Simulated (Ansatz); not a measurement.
# CH₅ClFGeN: basis-set convergence

How large a basis does CH₅ClFGeN need? Two functionals are run in growing sets.

Program: Ansatz 0.2.0, Gaussian basis. Level of theory: one geometry, several basis sets. These are calculated values, not measurements.

Levels to be run: PBE0-D4/def2-SVP; ωB97M-V/def2-SVP; PBE0-D4/def2-QZVPP; ωB97M-V/def2-QZVPP; the functionals' def2-TZVPP values are taken from earlier runs.

### Step 1. The geometry

An earlier PBE0-D4 in a triple-zeta def2 set relaxation fixed the geometry.

SMILES `C[NH][GeH]([F])[Cl]`, 10 atoms, charge 0, spin multiplicity 1.

Atoms are counted from 1 here; the program's logs count them from 0.

Bond lengths: C1–N2 1.453 Å, C1–H6 1.097 Å, C1–H7 1.093 Å, C1–H8 1.093 Å, N2–Ge3 1.801 Å, N2–H9 1.011 Å, Ge3–F4 1.726 Å, Ge3–Cl5 2.152 Å, Ge3–H10 1.526 Å. Angles: N2–C1–H6 114.0°, N2–C1–H7 109.7°, N2–C1–H8 109.8°, H6–C1–H7 107.7°, H6–C1–H8 108.4°, H7–C1–H8 106.9°, C1–N2–Ge3 119.9°, C1–N2–H9 113.0°, Ge3–N2–H9 113.3°, N2–Ge3–F4 105.3°, N2–Ge3–Cl5 114.1°, N2–Ge3–H10 113.3°, F4–Ge3–Cl5 104.9°, F4–Ge3–H10 110.5°, Cl5–Ge3–H10 108.3°.

### Step 2. PBE0-D4 in def2-SVP

Input file in.yaml:

```yaml
crystal:
  periodic: [false, false, false]
  atoms:
    - {symbol: C, position_ang: [0.967261, 1.024580, -0.362658]}
    - {symbol: N, position_ang: [-0.194593, 0.599380, 0.399930]}
    - {symbol: Ge, position_ang: [-0.664665, -1.139527, 0.423072]}
    - {symbol: F, position_ang: [-2.092275, -1.213436, 1.390508]}
    - {symbol: Cl, position_ang: [-1.255145, -1.915134, -1.495247]}
    - {symbol: H, position_ang: [0.805683, 1.046382, -1.447014]}
    - {symbol: H, position_ang: [1.805462, 0.351314, -0.164567]}
    - {symbol: H, position_ang: [1.277194, 2.021386, -0.040093]}
    - {symbol: H, position_ang: [-0.982330, 1.224602, 0.301404]}
    - {symbol: H, position_ang: [0.416509, -2.050748, 0.997466]}
basis:
  gaussian: {orbitals: def2-SVP}
hamiltonian: {xc: pbe0, dispersion: d4}
output: {orbitals: {seedname: orbitals}}
```

Started as:

```console
ansatz run in.yaml --threads 2 --pin off --events-out ev --progress --plain --max-ram 22528MiB --backend cpu
```

The runs that follow: ωB97M-V in def2-SVP; PBE0-D4 in def2-QZVPP; ωB97M-V in def2-QZVPP.

Before running them: what should the planned runs give, taken together? Wanted: PBE0-D4: double and triple zeta above quadruple; ωB97M-V: double and triple zeta above quadruple.

**Answer**, as computed:

| quantity | value |
| --- | --- |
| PBE0-D4: double and triple zeta above quadruple | 19.83, 1.91 eV |
| ωB97M-V: double and triple zeta above quadruple | 19.90, 1.85 eV |

**Reading.** PBE0-D4 gains 17.92 eV from double to triple zeta, then 1.91 eV more. Total energies overstate the basis error of differences, where much of it tends to cancel. The LUMO of ωB97M-V is positive and keeps falling with the basis (2.49 to 1.51 eV): an unbound level that the basis holds in place.
